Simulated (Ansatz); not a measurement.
# SiClOF2 (SMILES [O][Si](F)(F)Cl) at UPBE/def2-SVP

What is the electronic atomisation energy of SiClOF2 at UPBE/def2-SVP? 

Program for the calculation: Ansatz 0.2.0.

70 further runs of the same task are left out: 2 that didn't finish, 68 set aside as unsound or not needed. Runs told in other sessions of the task aren't counted.

### Step 1. Starting point

SiClOF2 has 5 atoms, charge 0, and is taken as a doublet. As SMILES, `[O][Si](F)(F)Cl`. The shape is that of a PBE0-D4/def2-TZVP optimisation.

Bond lengths: O1–Si2 1.641 Å, Si2–F3 1.569 Å, Si2–F4 1.569 Å, Si2–Cl5 2.005 Å. Angles: O1–Si2–F3 112.3°, O1–Si2–F4 112.3°, O1–Si2–Cl5 102.8°, F3–Si2–F4 106.3°, F3–Si2–Cl5 111.7°, F4–Si2–Cl5 111.7°.

### Step 2. A single-point energy at UPBE/def2-SVP

job.yaml

```yaml
crystal:
  periodic: [false, false, false]
  atoms:
    - {symbol: O, position_ang: [-0.173100, 0.048700, 1.622400]}
    - {symbol: Si, position_ang: [0.071000, -0.092200, 0.005600]}
    - {symbol: F, position_ang: [-0.374600, -1.493300, -0.542700]}
    - {symbol: F, position_ang: [1.581700, 0.074400, -0.383900]}
    - {symbol: Cl, position_ang: [-1.055100, 1.388700, -0.742800]}
basis:
  gaussian:
    orbitals: def2-SVP
magnetization:
  spin_polarized: true
  initial_magnetization: 1
hamiltonian:
  xc: pbe
accuracy: high
output:
  orbitals: {seedname: orbitals}
```

Started as:

```bash
$ ansatz run job.yaml --threads 1 --pin off --max-ram 2610MiB --events-out events.jsonl --progress --plain --runs-dir runs
```

Standard output:

```text
Warning: RAYON_NUM_THREADS=1 ignored (pool sized by the plan → 1); use --threads N
Functional definition: PBE
  name "PBE"
  parameter kappa = 0.804
  parameter beta = 0.06672455060314922
  exchange = pbe_x(kappa = kappa, mu = beta*pi^2/3)
  correlation = pbe_c(beta = beta)
1499 factors; integrals over basis functions are off by at most 3.7e-9 eV
mean field evaluation 1: about -27839.5782 eV, gradient 5.7e1 eV
mean field evaluation 2: about -27620.7760 eV, gradient 1.6e2 eV
mean field evaluation 4: about -27848.0305 eV, gradient 4.4e1 eV
mean field evaluation 8: about -27855.4737 eV, gradient 7.3e-1 eV
mean field evaluation 16: about -27855.4766 eV, gradient 4.0e-4 eV
mean field evaluation 32: about -27855.4766 eV, gradient 5.3e-8 eV
mean field -27855.47660768 eV, -1023.6698842121 hartree, gradient 5.3e-8 eV, S^2 0.752165; 4 other end points of the search recorded, 0 dependent functions left out
reference -27855.47661012 eV, -1023.6698843017 hartree; 29, 28 occupied and 49, 50 virtual orbitals, 1499 factors
Total energy: -27855.47661012 eV, -1023.6698843017 hartree
```

It took 23 s on 1 thread of Intel Xeon Platinum 8259CL at 2.50GHz (Skylake/Cascade Lake), shared host; peak memory 0.24 GiB.

### Step 3. The Cl atom

job.yaml

```yaml
crystal:
  periodic: [false, false, false]
  atoms:
    - {symbol: Cl, position_ang: [0.000000, 0.000000, 0.000000]}
basis:
  gaussian:
    orbitals: def2-SVP
total_charge: 0
magnetization:
  spin_polarized: true
  initial_magnetization: 1
hamiltonian:
  xc: {name: PBE}
accuracy: high
```

Run the same way, it converges to -459.79702 Eh (log not shown).

### Step 4. The F atom at the same level

job.yaml

```yaml
crystal:
  periodic: [false, false, false]
  atoms:
    - {symbol: F, position_ang: [0.000000, 0.000000, 0.000000]}
basis:
  gaussian:
    orbitals: def2-SVP
magnetization:
  spin_polarized: true
  initial_magnetization: 1
hamiltonian:
  xc: pbe
accuracy: high
```

Run the same way, it converges to -99.53976 Eh (log not shown).

### Step 5. The O atom

input.yaml

```yaml
crystal:
  periodic: [false, false, false]
  atoms:
    - symbol: O
      position_ang: [0.000000, 0.000000, 0.000000]
basis:
  gaussian: {orbitals: def2-SVP}
magnetization: {spin_polarized: true, initial_magnetization: 2}
hamiltonian: {xc: {name: PBE}}
accuracy: high
```

Started as:

```bash
$ ansatz run input.yaml --threads 1 --pin off --max-ram 2610MiB --events-out events.jsonl --progress --plain --runs-dir runs
```

Standard output, cut to the lines that bear on the results:

```text
Warning: RAYON_NUM_THREADS=1 ignored (pool sized by the plan → 1); use --threads N
[... 6 set-up lines as earlier in the session ...]
95 factors; integrals over basis functions are off by at most 1.2e-9 eV
mean field evaluation 1: about -2038.3337 eV, gradient 7.3e0 eV
mean field evaluation 2: about -2038.3974 eV, gradient 5.9e0 eV
mean field evaluation 4: about -2038.5319 eV, gradient 6.4e-3 eV
mean field evaluation 8: about -2038.5320 eV, gradient 2.8e-5 eV
mean field evaluation 16: about -2038.5319 eV, gradient 1.0e-1 eV
mean field evaluation 32: about -2038.5320 eV, gradient 7.5e-9 eV
mean field -2038.53201052 eV, -74.9146696201 hartree, gradient 7.5e-9 eV, S^2 2.001839; 2 other end points of the search recorded, 0 dependent functions left out
reference -2038.53201116 eV, -74.9146696435 hartree; 5, 3 occupied and 9, 11 virtual orbitals, 95 factors
Total energy: -2038.53201116 eV, -74.9146696435 hartree
```

Run time: 0.63 s. Hardware: 1 thread of Intel Xeon Platinum 8259CL at 2.50GHz (Skylake/Cascade Lake), shared host.

### Step 6. The Si atom at the same level

job.yaml

```yaml
basis:
  gaussian:
    orbitals: def2-SVP
crystal:
  periodic: [false, false, false]
  atoms:
    - symbol: Si
      position_ang: [0.000000, 0.000000, 0.000000]
total_charge: 0
magnetization:
  spin_polarized: true
  initial_magnetization: 2
hamiltonian:
  xc: pbe
accuracy: high
```

Run the same way, it converges to -289.12416 Eh (log not shown).

### Step 7. Outcome

Level: UPBE/def2-SVP.

| quantity | value |
| --- | --- |
| molecule: total energy | -1023.66988 Eh |
| molecule: HOMO energy (highest over α and β) | -7.89 eV |
| molecule: LUMO energy (lowest over α and β) | -7.13 eV |
| molecule: ⟨S²⟩ | 0.752 |
| Cl atom: total energy | -459.79702 Eh |
| Cl atom: ⟨S²⟩ | 0.752 |
| F atom: total energy | -99.53976 Eh |
| F atom: ⟨S²⟩ | 0.751 |
| O atom: total energy | -74.91467 Eh |
| O atom: ⟨S²⟩ | 2.002 |
| Si atom: total energy | -289.12416 Eh |
| Si atom: ⟨S²⟩ | 2.003 |
| electronic atomisation energy | 20.532 eV |

In words: Taking the molecule apart into free atoms costs 20.53 eV (473 kcal/mol), before zero-point energy and without spin-orbit coupling.
